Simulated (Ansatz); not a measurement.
# WNH (singlet): wave-function methods side by side at a displaced geometry (v1), def2-SVP

The task here is to estimate one member of a computed series from the others.

The runs use Ansatz 0.2.0, Gaussian basis; def2-SVP, core rule «outside noble gas», up to 5 orbitals frozen.

Plan: UHF; CCSD(T) on RHF; CCSD(T) on UHF; CISD; CCSDT(Q) on RHF; CCSDT(Q) on UHF.

12 further runs of the same task are left out: 3 that didn't finish, 9 set aside as unsound or not needed.

## What is computed

The geometry is a PBE0/def2-TZVP stationary point (not a proven minimum) with its atoms shifted at random (size 0.040 Å). No spin-orbit coupling is included. Elements past krypton take def2 core potentials.

3 atoms, charge 0, spin multiplicity 1.

Atoms are counted from 1 here; the program's logs count them from 0.

Bond lengths: W1–N2 1.695 Å, N2–H3 1.053 Å. Angles: W1–N2–H3 175.4°.

As a file:

```
W    -0.0154   -0.0090    1.4801
N    -0.0163   -0.0252   -0.2148
H     0.0317    0.0342   -1.2653
```

The first run:

Contents of in.yaml:

```yaml
crystal:
  periodic: [false, false, false]
  atoms:
    - {symbol: W, position_ang: [-0.015433, -0.009008, 1.480106]}
    - {symbol: N, position_ang: [-0.016266, -0.025151, -0.214847]}
    - {symbol: H, position_ang: [0.031698, 0.034159, -1.265260]}
basis:
  gaussian: {orbitals: def2-SVP}
magnetization: {spin_polarized: true, initial_magnetization: 0}
hamiltonian: {xc: hf}
output: {orbitals: {seedname: orbitals}}
```

The run is started by

```sh
$ ansatz run in.yaml --threads 1 --pin off --events-out ev --progress --plain --max-ram 2393MiB
```

Among the steps run: UHF; CCSD(T) on RHF; CCSD(T) on UHF; CISD; CCSDT(Q) on RHF; CCSDT(Q) on UHF.

One of the session's tables, all rows but one given; the rest of the session is left out.

| method | from RCCSDT(Q) (meV) |
| --- | --- |
| RHF | +9600.8 |
| UHF | ? |
| RMP2 | +519.7 |
| UMP2 | -34.8 |
| RCCSD | +609.2 |
| UCCSD | -83.4 |
| RCCSD(T) | +50.3 |
| UCCSD(T) | -712.4 |
| RCCSDT | +40.6 |
| UCCSDT | -833.8 |
| RCCSDT(Q) | 0 |
| UCCSDT(Q) | -879.0 |

Estimate the missing values for UHF.

The run gave: from RCCSDT(Q) (meV): +8863.3. In the column «from RCCSDT(Q) (meV)» it lies between RCCSD (+609.2) and RHF (+9600.8).

Not comparable, so not listed: CISD (they don't share determinant, frozen orbitals or solution with the rows shown, or repeat one).

The program flags UCCSD(T), UCCSDT(Q) as in doubt (see the logs), so those rows may rest on another solution; read them beside their warnings.

To keep in mind: The determinant is far from a pure spin state, so its energy mixes those of several spin states (harmless only where they are near-degenerate, as at dissociation). The program flags UCCSD(T), UCCSDT(Q) as in doubt, so those rows may rest on another solution; read them beside their warnings. Warnings: restricted reference is unstable; spin contamination; large T1 diagnostic. Restricted and unrestricted rows rest on different reference determinants; where their highest levels disagree by more than a few hundredths of an eV, they describe different states and don't form one ladder.
